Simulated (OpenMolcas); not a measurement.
**GaF3 (SMILES [F][Ga]([F])[F]) at HF/ANO-RCC-VDZP (DKH2, RICD fitting, C-PCM carbontetrachloride)**

Wanted: a geometry optimisation of GaF3. 

The results are computed with OpenMolcas 26.06.

3 further runs of the same task are left out: 3 set aside as unsound or not needed.

**1. The system as given**

GaF3 has 4 atoms, charge 0, and is taken as a singlet. SMILES: `[F][Ga]([F])[F]`. The Ga2–F4 distance was set to 2.165 Å, away from the relaxed value. The run starts from this shape.

Bond lengths: F1–Ga2 1.732 Å, Ga2–F3 1.732 Å. Angles: F1–Ga2–F3 120.2°.

**2. A geometry optimisation at HF/ANO-RCC-VDZP (DKH2, RICD fitting, C-PCM carbontetrachloride)**

Input file run.input:

```
&GATEWAY
XBAS
F.ANO-RCC-VDZP
Ga.ANO-RCC-VDZP
End of Basis
ZMAT
F1
Ga2 1 1.732464
F3 2 1.731814 1 120.21201
F4 2 2.1647 3 119.72426 1 -179.6737
End of ZMAT
RICD
RF-Input
PCM-Model
Solvent=carbontetrachloride
Conductor
End of RF-Input
>>> EXPORT MOLCAS_MAXITER=50
>>> Do While
&SEWARD
Relativistic = R02E00
&SCF
PrOrbitals = 0
&SLAPAF
>>> EndDo
```

On the command line:

```sh
export MOLCAS_MEM=1860
pymolcas run.input > run.log
```

The log of the run:

```text
--- Start Module: gateway ---
[...]
--- Stop Module: gateway /rc=_RC_ALL_IS_WELL_ ---
[...]
      Basis functions           69
[...]
       Convergence after  12 Iterations
[...]
::    Total SCF energy                              -2240.8965721982
[...]
 *              Molecular gradients               *
 **************************************************
  Irreducible representation: a
 ------------------------------------------------------------------------------------------
                              X                       Y                       Z
 ------------------------------------------------------------------------------------------
  F1                3.89337736470646E-03    5.71848218173729E-05   -1.88250480777370E-02
  GA2               5.60859881762967E-02   -5.13554097978097E-04   -3.20917594934711E-02
  F3                1.78727297590804E-02    6.13333572111107E-05    5.92719001788566E-03
  F4               -7.78520953002193E-02    3.95035918949627E-04    4.49896175534121E-02
 ------------------------------------------------------------------------------------------
[...]
--- Start Module: slapaf ---
[...]
 Geometry is converged in  15 iterations to a Minimum Structure
*****************************************************************************************************************
*****************************************************************************************************************
++ Geometry section
********************************************************************************
  Geometrical information of the final structure
********************************************************************************
  NOTE: on convergence the final predicted structure will be printed here.
  This is not identical to the structure printed in the head of the output.
 *********************************************************
[...]
--- Stop Module: slapaf /rc=_RC_INVOKED_OTHER_MODULE_ ---
--- Start Module: last_energy ---
[...]
       Convergence after   4 Iterations
[...]
::    Total SCF energy                              -2240.9532583604
[...]
      Total spin, S                                     0.0000000000
[...]
      Total electronic charge=   58.000000
      Total            charge=   -0.000000
[...]
      Dipole Moment (debye):
      Origin of the operator (angstrom)=   -0.0942    0.0027    1.7881
                   X=  2.3972E-04               Y=  5.4555E-05               Z= -6.4604E-03           Total=  6.4650E-03
      Quadrupole Moment (debye*angstrom):
[...]
--- Stop Module: last_energy /rc=_RC_ALL_IS_WELL_ ---
[...]
```

Wall time 3.6 min (1 thread of Arm Neoverse V1, shared host).

The path in brief:

| step | energy from the first frame kept (eV) | largest force (eV/Å) |
| --- | --- | --- |
| 0 | 0.0000 | 4.6237 |
| 1 | -0.7335 | 4.2775 |
| 2 | -1.3243 | 2.8685 |
| 3 | -1.5319 | 0.7430 |
| 4 | -1.5389 | 0.2215 |
| 5 | -1.5012 | 0.8943 |
| 6 | -1.5417 | 0.1330 |
| 7 | -1.5420 | 0.0530 |
| 8 | -1.5424 | 0.0409 |
| 9 | -1.5425 | 0.0412 |
| 10 | -1.5425 | 0.0510 |
| 11 | -1.5413 | 0.2887 |
| 12 | -1.5425 | 0.0266 |
| 13 | -1.5208 | 0.4260 |
| 14 | -1.5425 | 0.0024 |

After the run. Bond lengths: F1–Ga2 1.715 Å, Ga2–F3 1.715 Å, Ga2–F4 1.715 Å. Angles: F1–Ga2–F3 120.0°, F1–Ga2–F4 120.0°, F3–Ga2–F4 119.9°.

**3. Summary of results**

Level: HF/ANO-RCC-VDZP (DKH2, RICD fitting, C-PCM carbontetrachloride).

| quantity | value |
| --- | --- |
| total energy at the end | -2240.95326 Eh |
| dipole moment | 0.01 D |
| HOMO energy | -17.36 eV |
| LUMO energy | 1.44 eV |
| HOMO–LUMO gap | 18.80 eV |

At the final geometry: Bond lengths: F1–Ga2 1.715 Å, Ga2–F3 1.715 Å, Ga2–F4 1.715 Å. Angles: F1–Ga2–F3 120.0°, F1–Ga2–F4 120.0°, F3–Ga2–F4 119.9°. The optimisation took 14 steps and changed the energy by -1.543 eV.
